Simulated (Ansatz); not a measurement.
CsLiCr2Te2S3:

```
Cs Li Cr Te S
1.0
     3.60358    0.00000    0.00000
    -1.80179    3.12079    0.00000
     0.00000    0.00000   19.06651
Cs Li Cr Te S
1 1 2 2 3
Direct
  0.00000 0.00000 0.37399
  0.66667 0.33333 0.01607
  0.00000 0.00000 0.86637
  0.33333 0.66667 0.16833
  0.33333 0.66667 0.53891
  0.66667 0.33333 0.77276
  0.00000 0.00000 0.10030
  0.33333 0.66667 0.92920
  0.66667 0.33333 0.23408
```

The cell was built by a generator and needn't be a form met in nature.

| Quantity | Value |
| --- | --- |
| Program | Ansatz 0.2.0 |
| Task | relaxation of cell and atoms |
| Functional | r2SCAN |
| Dispersion | D4 |
| Potentials or basis | Ansatz PAW |
| Cutoff | 500 eV (not typed: the program's choice for these potentials) |
| k mesh | 6 × 6 × 1 |
| Occupations | fermi-dirac, width 0.05 eV |
| Spin | collinear spin, ferromagnetic start |
| Starting moments | [0.0, 0.0, 3.0, 3.0, 0.0, 0.0, 0.0, 0.0, 0.0] μB |

At the start: volume 23.82 Å³/atom.

Question: Where does the relaxation end?

Answer: It ends after 7 steps and the volume is 22.72 Å³/atom (-4.6 %); space group P3m1 (No. 156, to 0.05 Å); moment 5.99 μB per cell.

The path:
| step | energy change (eV) | largest force (eV/Å) | volume (Å³) |
| --- | --- | --- | --- |
| 1 | 0.0000 | 0.2895 | 214.42 |
| 2 | -0.0383 | 0.1279 | 206.52 |
| 3 | -0.0490 | 0.0582 | 203.43 |
| 4 | -0.0503 | 0.0250 | 204.79 |
| 5 | -0.0505 | 0.0295 | 204.52 |
| 6 | -0.0506 | 0.0019 | 204.49 |
| 7 | -0.0490 | 0.0019 | 204.49 |

Final structure:
```
CELL_PARAMETERS angstrom
3.58185 0.00000 0.00000
-1.79093 3.10197 0.00000
0.00000 0.00000 18.40484
ATOMIC_POSITIONS crystal
Cs 0.00000 0.00000 0.38258
Li 0.66667 0.33333 0.01231
Cr 0.00000 0.00000 0.85711
Cr 0.33333 0.66667 0.17026
Te 0.33333 0.66667 0.55404
Te 0.66667 0.33333 0.75994
S 0.00000 0.00000 0.09960
S 0.33333 0.66667 0.92470
S 0.66667 0.33333 0.23947
```

Caveat: the magnetic or orbital state may not be the lowest; the plane-wave basis is chosen anew once the cell has moved, so the energies of steps on either side of that aren't comparable; only a ferromagnetic start was run, and an antiferromagnetic order may lie lower in energy; pairwise dispersion overbinds metals, which lowers pressure and volume; the PAW data sets come from PBE, with cores solved anew for the run's functional, which leaves a small shift of forces and pressure.
